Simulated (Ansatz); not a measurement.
# FeB4: the cost of one run

Computed with Ansatz 0.2.0 through its Python package. Level of theory: DFT PBEsol+D3(BJ) with three-body term, plane waves, PAW.

### 1 The structure

It takes space group Pnnm (No. 58, orthorhombic). Conventional cell: a = 4.579 Å, b = 5.298 Å, c = 2.999 Å, α = 90.00°, β = 90.00°, γ = 90.00°. Around Fe (site symmetry 2/m) lie 12 B at 2.01 to 2.27 Å. B (site symmetry m) has 4 B at 1.71 to 1.89 Å and 3 Fe at 2.01 to 2.14 Å as nearest neighbours. B (site symmetry m) is surrounded by 5 B at 1.71 to 1.98 Å and 3 Fe at 2.11 to 2.27 Å.

No structure file is read: the coordinates are typed or built in the script.

### 2 The script

The input, relax_feb4.py:

```python
import warnings

import ansatz as az
from ase import Atoms
from ase.data import atomic_numbers
from ase.io import write
from ase.neighborlist import neighbor_list
import numpy as np
import spglib


def main() -> None:
    warnings.simplefilter("ignore", az.DeckWarning)

    feb4 = (
        az.Lattice.of((4.5786, 0.0, 0.0), (0.0, 5.2981, 0.0), (0.0, 0.0, 2.9991))
        .atom("Fe", (0.0, 0.0, 0.0))
        .atom("Fe", (0.5, 0.5, 0.5))
        .atom("B", (0.2487, 0.3123, 0.0))
        .atom("B", (0.7513, 0.6877, 0.0))
        .atom("B", (0.7487, 0.1877, 0.5))
        .atom("B", (0.2513, 0.8123, 0.5))
        .atom("B", (0.3411, 0.1263, 0.5))
        .atom("B", (0.6589, 0.8737, 0.5))
        .atom("B", (0.8411, 0.3737, 0.0))
        .atom("B", (0.1589, 0.6263, 0.0))
        .moments(Fe=3.5)
    )

    calc = (
        feb4.calculation()
        .pseudopotentials("paw")
        .spin("collinear")
        .functional(az.Functional.PBESOL, dispersion="d3bjatm")
        .occupations(az.OccupationsMethod.COLD, width=150 * az.meV)
        .kpoints(6, 5, 9, center="gamma")
        .relax()
    )
    steps = []


    def follow(event):
        if event["event"] != "relax_step":
            return
        row = event["data"]
        steps.append(row)
        print(f"step {row['step']:3d}  E = {row['lagrangian_ev']:.5f} eV  largest force component = {row['allowed_force_max_ev_ang']:.4f} eV/A")


    out = calc.session().plan(threads=1).execute(on_event=follow)
    summary = out.report

    first, last = steps[0], steps[-1]
    symbols = [site.symbol for site in out.lattice.sites]
    print(f"energy gained {first['lagrangian_ev'] - last['lagrangian_ev']:.4f} eV in {len(steps) - 1} steps")

    fractions = [site.position_frac for site in out.lattice.sites]
    numbers = [atomic_numbers[s] for s in symbols]
    for tolerance in (1e-3, 1e-2, 1e-1):
        print(f"space group at {tolerance} A:", spglib.get_spacegroup((out.lattice.cell_ang, fractions, numbers), symprec=tolerance))

    relaxed = Atoms(symbols, positions=[site.position_ang for site in out.lattice.sites], cell=out.lattice.cell_ang, pbc=True)
    write("relaxed.extxyz", relaxed, format="extxyz")

    final = Atoms(symbols, positions=last["positions_ang"], cell=out.lattice.cell_ang, pbc=True)
    i, j, d = neighbor_list("ijd", final, 4.5)
    print("neighbours within 1.2 times the shortest distance of each atom (A)")
    for atom in range(len(final)):
        near = [m for m in np.argsort(d) if i[m] == atom]
        shell = [m for m in near if d[m] < 1.2 * d[near[0]]]
        print(f"{symbols[atom]}{atom} ({len(shell)}):", ", ".join(f"{symbols[j[m]]} {d[m]:.3f}" for m in shell))

    print("%-22s %14.5f eV" % ("F = E - TS", summary["free_energy_ev"]))
    print("%-22s %14.5f eV" % ("E", summary["internal_energy_ev"]))
    print("%-22s %14.5f eV" % ("Harris-Foulkes", summary["harris_foulkes_ev"]))
    print("%-22s %14.5f eV" % ("Fermi level", summary["fermi_energy_ev"]))


if __name__ == "__main__":
    main()
```

### 3 The calls as engine input

The package turns the script's settings into the engine's input:

```yaml
crystal:
  lattice:
    - [4.5786, 0.0, 0.0]
    - [0.0, 5.2981, 0.0]
    - [0.0, 0.0, 2.9991]
  atoms:
    - { symbol: Fe, position: [0.0, 0.0, 0.0] }
    - { symbol: Fe, position: [0.5, 0.5, 0.5] }
    - { symbol: B, position: [0.2487, 0.3123, 0.0] }
    - { symbol: B, position: [0.7513, 0.6877, 0.0] }
    - { symbol: B, position: [0.7487, 0.1877, 0.5] }
    - { symbol: B, position: [0.2513, 0.8123, 0.5] }
    - { symbol: B, position: [0.3411, 0.1263, 0.5] }
    - { symbol: B, position: [0.6589, 0.8737, 0.5] }
    - { symbol: B, position: [0.8411, 0.3737, 0.0] }
    - { symbol: B, position: [0.1589, 0.6263, 0.0] }
kpoints:
  mp_grid:
    grid: [6, 5, 9]
    shift: [0.0, 0.0, 0.0]
hamiltonian:
  xc: pbesol
  dispersion: d3bjatm
  pseudopotentials:
    kind: paw
magnetization:
  spin_polarized: true
  per_species:
    Fe: 3.5
scf:
  occupations:
    method: cold
    width: 0.15
relax: {}
```

### 4 Running it

Started as:

```sh
$ python relax_feb4.py
```

**Question.** How long does this script take on 1 thread of Arm Neoverse V1, shared host, and how much memory does it need?

About 95 s, with a peak of 0.66 GiB.
